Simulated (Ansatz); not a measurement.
# Cl₂H₂HfS₂: geometry optimisation

What shape does Cl₂H₂HfS₂ take? The plan is to relax it.

Method: RKS PBE0-D4/def2-TZVP; program: Ansatz 0.2.0, Gaussian basis.

The runs, in order: relaxation at PBE0-D4/def2-TZVP.

1 further run of the same task is left out (set aside as unsound or not needed). Runs told in other sessions of the task aren't counted.

## (1) Starting geometry

SMILES `[SH][Hf]([SH])([Cl])[Cl]`, 7 atoms, charge 0, spin multiplicity 1.

Atoms are counted from 1 here; the program's logs count them from 0.

Bond lengths: S1–Hf2 2.490 Å, S1–H6 1.329 Å, Hf2–S3 2.506 Å, Hf2–Cl4 2.353 Å, Hf2–Cl5 2.333 Å, S3–H7 1.325 Å. Angles: Hf2–S1–H6 97.4°, S1–Hf2–S3 91.7°, S1–Hf2–Cl4 178.6°, S1–Hf2–Cl5 90.1°, S3–Hf2–Cl4 89.6°, S3–Hf2–Cl5 178.2°, Cl4–Hf2–Cl5 88.6°, Hf2–S3–H7 96.2°.

Coordinates:

```xyz
7
charge 0, multiplicity 1
S    -1.0433    1.9210   -0.9215
Hf    0.5536    0.2518    0.0091
S    -1.2715   -1.4400    0.3026
Cl    2.0992   -1.2842    0.8972
Cl    2.3014    1.7760   -0.2453
H    -2.1355    1.1664   -0.8566
H    -0.5039   -2.3909    0.8144
```

The start is a GFN2-xTB geometry. Hf takes the def2 core potential; no spin-orbit term is included.

## (2) Optimising with PBE0-D4/def2-TZVP

in.yaml reads:

```yaml
crystal:
  periodic: [false, false, false]
  atoms:
    - {symbol: S, position_ang: [-1.043300, 1.920990, -0.921460]}
    - {symbol: Hf, position_ang: [0.553600, 0.251780, 0.009120]}
    - {symbol: S, position_ang: [-1.271480, -1.440030, 0.302650]}
    - {symbol: Cl, position_ang: [2.099200, -1.284200, 0.897190]}
    - {symbol: Cl, position_ang: [2.301410, 1.775980, -0.245320]}
    - {symbol: H, position_ang: [-2.135530, 1.166390, -0.856580]}
    - {symbol: H, position_ang: [-0.503900, -2.390910, 0.814420]}
basis:
  gaussian: {orbitals: def2-TZVP}
hamiltonian: {xc: pbe0, dispersion: d4}
relax: {f_tol: 0.005, max_steps: 150}
```

On the command line:

```bash
$ ansatz run in.yaml --threads 4 --pin off --events-out ev --progress --plain --max-ram 10444MiB
```

Q: Predict the results of all the runs planned. Wanted: point group; shift from the start; total energy; dispersion term; dipole moment.

The runs gave:

| quantity | value |
| --- | --- |
| point group | C1 |
| steps | 36 |
| shift from the start (rms) | 1.388 Å |
| total energy | -48048.3254 eV |
| dispersion term | -227 meV |
| dipole moment | 0.80 D |

The relaxed geometry lies 1.39 Å (rms) from the start; the bond that changed most is Hf2–S3, from 2.506 to 2.418 Å. No vibrations were run, so it is not proven to be a minimum. The largest Mulliken charge, +1.08 e, sits on Hf2.
